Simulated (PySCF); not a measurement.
# H9N3Pm (Pm(NH3)33+): the cost of one run

The runs use PySCF 2.14.0; several levels, as the steps say, no spin–orbit coupling.

1 further run of the same task is left out (for a known fault of the program).

**1. The starting structure**

13 atoms, charge 3, spin multiplicity 1.

Bond lengths: Pm1–N2 2.474 Å, Pm1–N6 2.474 Å, Pm1–N10 2.474 Å, N2–H3 1.036 Å, N2–H4 1.037 Å, N2–H5 1.036 Å, N6–H7 1.036 Å, N6–H8 1.037 Å, N6–H9 1.036 Å, N10–H11 1.036 Å, N10–H12 1.037 Å, N10–H13 1.036 Å. Angles: N2–Pm1–N6 110.9°, N2–Pm1–N10 110.9°, N6–Pm1–N10 110.9°, Pm1–N2–H3 116.4°, Pm1–N2–H4 114.9°, Pm1–N2–H5 115.7°, H3–N2–H4 102.6°, H3–N2–H5 102.7°, H4–N2–H5 102.6°, Pm1–N6–H7 116.4°, Pm1–N6–H8 114.9°, Pm1–N6–H9 115.7°, H7–N6–H8 102.6°, H7–N6–H9 102.7°, H8–N6–H9 102.6°, Pm1–N10–H11 116.4°, Pm1–N10–H12 114.9°, Pm1–N10–H13 115.7° and more.

Coordinates:

```xyz
13
charge 3, multiplicity 1
Pm    0.0000    0.0000   -0.7434
N     2.3531   -0.0014    0.0201
H     2.5809   -0.6331    0.8094
H     3.0450   -0.2808   -0.7004
H     2.7210    0.9113    0.3443
N    -1.1754    2.0385    0.0201
H    -0.7421    2.5517    0.8094
H    -1.2793    2.7775   -0.7004
H    -2.1497    1.9008    0.3443
N    -1.1777   -2.0372    0.0201
H    -1.8388   -1.9185    0.8094
H    -1.7657   -2.4967   -0.7004
H    -0.5712   -2.8121    0.3443
```

Formal oxidation states: Pm +3. Each metal's 4 4f electrons lie in its core potential, so multiplicities, spins and levels count the valence alone. An earlier session relaxed this geometry at PBE0, Pm lcecp-1-SVP with ECP50, N def2-SVP, H def2-SVP (singlet, point group C3).

At PBE0 on the finer grid: E = -202.448258 Eh, HOMO -24.29 eV, LUMO -16.26 eV, Mulliken charge on Pm1 +1.87 e, largest force component 0.009 eV/Å. 

Levels to run: PBE; revPBE; PBE0, TZVP. Hardware: 2 threads of Arm Neoverse V1, shared host.

**2. PBE**

The input, run.py (the lines that set the calculation):

```python
mol = gto.M(atom='''
Pm     0.00000     0.00000    -0.74336
N      2.35311    -0.00136     0.02010
H      2.58087    -0.63313     0.80944
H      3.04505    -0.28081    -0.70042
H      2.72097     0.91134     0.34425
N     -1.17538     2.03853     0.02010
H     -0.74213     2.55167     0.80944
H     -1.27934     2.77749    -0.70042
H     -2.14973     1.90076     0.34425
N     -1.17773    -2.03718     0.02010
H     -1.83875    -1.91853     0.80944
H     -1.76571    -2.49669    -0.70042
H     -0.57124    -2.81210     0.34425''',
    basis={'Pm': 'lcecp-1-SVP', 'N': 'def2-SVP', 'H': 'def2-SVP'},
    ecp={'Pm': 'lcecp-1-SVP'},
    charge=3, spin=0)
mf = dft.RKS(mol, xc='PBE')
mf.grids.atom_grid = (75, 302)  # f atoms: unpruned, at least (60, 302)
mf = mf.density_fit()  # fitting sets: Pm AutoAux, N def2-universal-JKFIT, H def2-universal-JKFIT
mf.conv_tol = 1e-08; mf.max_cycle = 55
mf.kernel(dm0)  # dm0: the density of the relaxed state
```

Started as:

```bash
$ OMP_NUM_THREADS=2 python run.py
```

**Question.** How long does this run take on 2 threads of Arm Neoverse V1, shared host?

About 9 s.
